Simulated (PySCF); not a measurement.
# C7H6NO: the cost of one run

Programs: PySCF 2.14.0, with density-fitted response routines of our own. Each step states its level of theory. These are calculated values for one molecule, in the gas phase or a continuum, unless marked as measured. Atoms are numbered from 0 throughout.

**1. Starting geometry**

15 atoms, charge 1, multiplicity 1; geometry from: GFN2-xTB. The atoms were then displaced at random by about 0.01 Å, so the start is not that level's minimum.

Bonds of the start (Å): O0–C1 1.12, C1–C2 1.38, C2–C3 1.62, C3–C4 1.37, C4–C5 1.40, C5–N6 1.31, N6–C7 1.31, C7–C8 1.41, C8–C3 1.37, C2–H9 1.09, C2–H10 1.08, C4–H11 1.07, C5–H12 1.06, C7–H13 1.06, C8–H14 1.07.

**2. Relaxing the molecule at PBE0-D3(BJ)/def2-SVP**

What the job is given:

```
{"job": {"xc": "PBE0", "basis": "def2-SVP", "d3": "d3bj", "grid": 1, "shake": 0.01, "kind": "geom"}, "charge": 1, "multiplicity": 1}
O     -2.736640     0.182860     1.946160
C     -2.411910    -0.004400     0.890010
C     -1.841910    -0.230800    -0.344900
C     -0.239110    -0.058660    -0.175400
C      0.507770    -1.162660     0.130770
C      1.886960    -0.953300     0.217490
N      2.456690     0.211310     0.029330
C      1.720790     1.254160    -0.285140
C      0.313040     1.177180    -0.366910
H     -2.046220    -1.243170    -0.686610
H     -2.197730     0.480610    -1.077120
H      0.104690    -2.134740     0.327790
H      2.523960    -1.768360     0.448650
H      2.202210     2.188570    -0.432810
H     -0.257910     2.044030    -0.628560
```

Launch:

```bash
$ OMP_NUM_THREADS=1 python probes_run.py task.json out
```

The driver reads the jobs from task.json and runs them one after another.

**Question.** How long does this first job take on 1 thread of Arm Neoverse V1, shared host, and how much memory does it need?

About 84 s, with a peak of 0.62 GiB.
